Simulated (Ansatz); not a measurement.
# CH₂BNS: how energies converge with the basis set

Aim: see how fast density functionals converge with the basis set for CH₂BNS.

Method: one geometry, several basis sets; program: Ansatz 0.2.0, Gaussian basis.

Levels to be run: PBE0-D4/def2-SVP; ωB97M-V/def2-SVP; PBE0-D4/def2-QZVPP; ωB97M-V/def2-QZVPP; the functionals' def2-TZVPP values are taken from earlier runs.

## Step 1: The geometry

The geometry comes from an earlier relaxation with PBE0-D4 in a triple-zeta def2 set; it is a stationary point.

SMILES `S=C1BN1`, 6 atoms, charge 0, spin multiplicity 1.

Atoms are counted from 1 here; the program's logs count them from 0.

Bond lengths: S1–C2 1.608 Å, C2–B3 1.516 Å, C2–N4 1.373 Å, B3–N4 1.382 Å, B3–H5 1.181 Å, N4–H6 1.012 Å. Angles: S1–C2–B3 164.8°, S1–C2–N4 138.2°, B3–C2–N4 56.9°, C2–B3–N4 56.3°, C2–B3–H5 160.7°, N4–B3–H5 142.9°, C2–N4–B3 66.8°, C2–N4–H6 136.5°, B3–N4–H6 156.7°.

## Step 2: PBE0-D4 in def2-SVP

Contents of in.yaml:

```yaml
crystal:
  periodic: [false, false, false]
  atoms:
    - {symbol: S, position_ang: [-0.265991, -1.993892, 1.235944]}
    - {symbol: C, position_ang: [0.034636, -0.714539, 0.309482]}
    - {symbol: B, position_ang: [0.594041, 0.247866, -0.719851]}
    - {symbol: N, position_ang: [-0.433222, 0.566633, 0.148666]}
    - {symbol: H, position_ang: [1.257403, 0.682516, -1.594391]}
    - {symbol: H, position_ang: [-1.144767, 1.147315, 0.574051]}
basis:
  gaussian: {orbitals: def2-SVP}
hamiltonian: {xc: pbe0, dispersion: d4}
output: {orbitals: {seedname: orbitals}}
```

On the command line:

```sh
> ansatz run in.yaml --threads 2 --pin off --events-out ev --progress --plain --max-ram 4352MiB
```

Further steps of the session: ωB97M-V in def2-SVP; PBE0-D4 in def2-QZVPP; ωB97M-V in def2-QZVPP.

**Question.** What will the summary of the whole plan be? Wanted: PBE0-D4: double and triple zeta above quadruple; ωB97M-V: double and triple zeta above quadruple.

The runs gave:

| quantity | value |
| --- | --- |
| PBE0-D4: double and triple zeta above quadruple | 7.79, 0.51 eV |
| ωB97M-V: double and triple zeta above quadruple | 7.86, 0.48 eV |

In words: For PBE0-D4 the step from double to triple zeta gains 7.28 eV and the next only 0.51 eV. These are total energies; as a rule much of such shifts cancels in differences, which this series doesn't test.
